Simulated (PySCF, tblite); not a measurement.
**C₂H₆BN₂Si radical: geometry, infrared bands and EPR parameters**

What infrared bands and EPR parameters should C₂H₆BN₂Si radical (`C#C[SiH2][N]BN`) show?

The runs use tblite 0.8.0 and PySCF 2.14.0, with density-fitted response routines of our own; the level of theory stands in each step. All values are computed, except where a source is named. Atoms are numbered from 0 throughout.

### Step 1. The starting structure

12 atoms, charge 0, multiplicity 2; geometry from: force field or distance geometry start.

Bonds of the start (Å): C0–C1 1.22, C1–Si2 1.81, Si2–N3 1.80, N3–B4 1.53, B4–N5 1.52, C0–H6 1.05, Si2–H7 1.47, Si2–H8 1.47, B4–H9 1.18, N5–H10 1.04, N5–H11 1.05.

### Step 2. Optimising the geometry with GFN2-xTB

Job settings and geometry (Å):

```
{"job": {"kind": "relax", "xc": "GFN2-xTB", "basis": "xTB"}, "charge": 0, "multiplicity": 2}
C      3.587500     1.036100     0.087800
C      2.406300     0.829900     0.286600
Si     0.661400     0.500000     0.612000
N     -0.142400     0.024100    -0.929900
B     -1.607600    -0.254800    -0.604500
N     -2.188200    -1.642500    -0.836400
H      4.605000     1.229600    -0.097500
H      0.533300    -0.571700     1.604100
H      0.027200     1.723600     1.130700
H     -2.309100     0.620300    -0.223200
H     -2.982400    -1.539600    -1.503300
H     -2.589900    -1.955700     0.080100
```

Command:

```console
$ OMP_NUM_THREADS=1 python probes_run.py task.json out
```

One launch serves the whole session: the jobs run in the order shown.

**Question.** This job is followed by: GFN2-xTB harmonic vibrations, gas phase; UKS B3LYP, pcH-1 on B C H N Si, non-relativistic, mean-field spin-orbit, GIAO. What will the session give for the following? strongest single infrared mode (GFN2-xTB); zero-point energy (GFN2-xTB); g(iso) (B3LYP); ⟨S²⟩; largest a(iso) (averaged by class); surface potential, 1st and 99th percentile.

As calculated:

```
                                 quantity                 value
strongest single infrared mode (GFN2-xTB)  758 cm⁻¹, 315 km/mol
             zero-point energy (GFN2-xTB)         47.2 kcal/mol
                           g(iso) (B3LYP)               2.00483
                                     ⟨S²⟩    0.754 (exact 0.75)
       largest a(iso) (averaged by class)   1H on H9, 223.9 MHz
    surface potential, 1st and 99th percentile    -0.87 V and 1.69 V
```

**Reading.** Relaxing lowered the energy by 1.722 eV in 81 steps; the close pair that moved most is N3–B4, from 1.527 to 1.355 Å. No mode is imaginary among the 30: a minimum at this level. The strongest single mode, at 758 cm⁻¹, is spread over several atoms, Si2, H7, H8, H10 among them. GFN2-xTB is a fitted tight-binding method: band positions and strengths are rough. Its intensities can rank the bands wrongly. Most of the unpaired spin sits on N3 (0.87 e). The isotropic g lies 2.5 ppt above the free-electron value.
